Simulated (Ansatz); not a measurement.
# Ta3W: the cost of one run

Program: Ansatz 0.2.0. Level of theory: DFT PBEsol, scalar-relativistic, plane waves, PAW. These are calculated values, not measurements.

1 further run of the same task is left out (set aside as unsound or not needed).

## (1) The starting structure

It takes space group Fm-3m (No. 225, cubic). Conventional cell: a = 6.534 Å, b = 6.534 Å, c = 6.534 Å, α = 90.00°, β = 90.00°, γ = 90.00°. Around Ta (site symmetry -43m) lie 4 Ta at 2.83 Å and 4 W at 2.83 Å. Around Ta (site symmetry m-3m) lie 8 Ta at 2.83 Å. W (site symmetry m-3m) is surrounded by 8 Ta at 2.83 Å.

As a file:

```cif
data_structure
_symmetry_space_group_name_H-M 'P 1'
_symmetry_Int_Tables_number 1
_cell_length_a 4.6205
_cell_length_b 4.6205
_cell_length_c 4.6205
_cell_angle_alpha 60.000
_cell_angle_beta 60.000
_cell_angle_gamma 60.000
_cell_volume 69.75
loop_
_atom_site_label
_atom_site_type_symbol
_atom_site_fract_x
_atom_site_fract_y
_atom_site_fract_z
_atom_site_occupancy
Ta1 Ta 0.25000 0.25000 0.25000 1
Ta2 Ta 0.75000 0.75000 0.75000 1
Ta3 Ta 0.50000 0.50000 0.50000 1
W1 W 0.00000 0.00000 0.00000 1
```

The structure comes from the Materials Project (structure only).

(A quick probe on a coarse mesh, which set the mesh and smearing, is not shown.)

## (3) Full relaxation

The input, input.yaml:

```yaml
crystal:
  lattice:
    - [0.0, 3.2671732, 3.2671732]
    - [3.2671732, 0.0, 3.2671732]
    - [3.2671732, 3.2671732, 0.0]
  atoms:
    - { symbol: Ta, position: [0.25, 0.25, 0.25] }
    - { symbol: Ta, position: [0.75, 0.75, 0.75] }
    - { symbol: Ta, position: [0.5, 0.5, 0.5] }
    - { symbol: W, position: [0.0, 0.0, 0.0] }
basis:
  ecutwfc: 420
kpoints:
  mp_grid: { grid: [12, 12, 12] }
hamiltonian:
  xc: pbesol
scf:
  occupations: { method: gaussian, width: 0.1 }
output:
  forces: true
  stress: true
  eigenvalues: true
relax:
  adjacent_minimum: "off"
  f_tol: 0.005
  max_steps: 80
  cell: { stress_tol: 0.05 }
```

**Question.** How long does this run take on 1 thread of an Arm CPU, shared host, and how much memory does it need?

About 56 s, with a peak of 0.43 GiB.
